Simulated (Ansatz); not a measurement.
# CH₅NOSi₂: one species, many methods

Aim: compute CH₅NOSi₂ with functionals from several rungs and with coupled cluster, and see how far each lands from CCSD(T) at the basis-set limit for the atomisation energy.

Method: functionals in def2-TZVPP, the program's frozen cores in correlated methods; program: Ansatz 0.2.0, Gaussian basis.

The runs, in order: PBE-D4, r2SCAN-D4, PBE0-D4, B3LYP-D4, ωB97X-V, ωB97M-V, B2PLYP; CCSD(T)/def2-TZVPP; MP2/def2-QZVPP; extrapolation to the limit.

### 1 The relaxed structure

All runs share one geometry, relaxed beforehand with PBE0-D4 in a triple-zeta def2 set.

10 atoms, charge 0, spin multiplicity 1.

Atoms are counted from 1 here; the program's logs count them from 0.

Bond lengths: C1–N2 1.275 Å, C1–Si5 1.912 Å, C1–H6 1.098 Å, N2–Si3 1.760 Å, Si3–O4 1.659 Å, Si3–H7 1.481 Å, Si3–H8 1.481 Å, O4–Si5 1.652 Å, Si5–H9 1.485 Å, Si5–H10 1.485 Å. Angles: N2–C1–Si5 114.8°, N2–C1–H6 118.8°, Si5–C1–H6 126.4°, C1–N2–Si3 112.8°, N2–Si3–O4 102.9°, N2–Si3–H7 110.3°, N2–Si3–H8 110.3°, O4–Si3–H7 111.1°, O4–Si3–H8 111.1°, H7–Si3–H8 110.8°, Si3–O4–Si5 113.0°, C1–Si5–O4 96.4°, C1–Si5–H9 113.6°, C1–Si5–H10 113.6°, O4–Si5–H9 111.6°, O4–Si5–H10 111.6°, H9–Si5–H10 109.5°.

Geometry (Å):

```
C    -0.12919    0.49019    1.25841
N    -0.16127   -0.78451    1.26683
Si    0.01264   -1.48247   -0.34001
O     0.16037   -0.14635   -1.31150
Si    0.09556    1.27412   -0.47136
H    -0.22908    1.02888    2.20978
H     1.22783   -2.32598   -0.40543
H    -1.19224   -2.26747   -0.69288
H    -1.05424    2.11090   -0.89842
H     1.35272    2.05148   -0.61231
```

### 2 PBE-D4 (GGA)

in.yaml

```yaml
crystal:
  periodic: [false, false, false]
  atoms:
    - {symbol: C, position_ang: [-0.129192, 0.490189, 1.258409]}
    - {symbol: N, position_ang: [-0.161273, -0.784512, 1.266826]}
    - {symbol: Si, position_ang: [0.012638, -1.482470, -0.340010]}
    - {symbol: O, position_ang: [0.160368, -0.146346, -1.311505]}
    - {symbol: Si, position_ang: [0.095556, 1.274125, -0.471363]}
    - {symbol: H, position_ang: [-0.229075, 1.028878, 2.209780]}
    - {symbol: H, position_ang: [1.227832, -2.325983, -0.405426]}
    - {symbol: H, position_ang: [-1.192243, -2.267467, -0.692879]}
    - {symbol: H, position_ang: [-1.054237, 2.110904, -0.898424]}
    - {symbol: H, position_ang: [1.352724, 2.051482, -0.612309]}
basis:
  gaussian: {orbitals: def2-TZVPP}
hamiltonian: {xc: pbe, dispersion: d4}
output: {forces: true, orbitals: {seedname: orbitals}}
```

Launch:

```bash
ansatz run in.yaml --threads 4 --pin off --events-out ev --progress --plain --max-ram 10444MiB
```

After this run come: r2SCAN-D4 (meta-GGA); PBE0-D4 (hybrid); B3LYP-D4 (hybrid); ωB97X-V (range-separated); ωB97M-V (range-separated); B2PLYP (double hybrid); CCSD(T) in def2-TZVPP; MP2 in def2-QZVPP.

Q: Predict the results of all the runs planned. Wanted: atomisation energy, CCSD(T)/CBS; farthest; mean size of error, hybrid; mean size of error, range-separated; gap, smallest and largest; T1 diagnostic; triples share of the correlation energy.

As calculated:

| quantity | value |
| --- | --- |
| atomisation energy, CCSD(T)/CBS | 911.2 kcal/mol |
| functionals within 4.6 kcal/mol (0.5 %) | r2SCAN-D4, B3LYP-D4, ωB97M-V |
| farthest | B2PLYP (-11.8 kcal/mol) |
| mean size of error, hybrid | 5.2 kcal/mol |
| mean size of error, range-separated | 3.6 kcal/mol |
| gap, smallest and largest | 3.25 eV (PBE-D4), 10.36 eV (ωB97X-V) |
| T1 diagnostic | 0.0139 |
| triples share of the correlation energy | 4.1 % |

**Reading.** PBE-D4 is off by +9.9 kcal/mol. Double hybrids carry the basis error of their MP2 part in triple zeta, and no dispersion term here, so their miss is partly the set-up's. The reference freezes the cores and leaves out relativity and excitations past (T), so misses under about 4.6 kcal/mol can't be ranked. Hartree-Fock recovers 71 % of the binding; the rest is correlation. The gap grows from 3.3 to 10.4 eV across the functionals, mostly with the share of exact exchange.
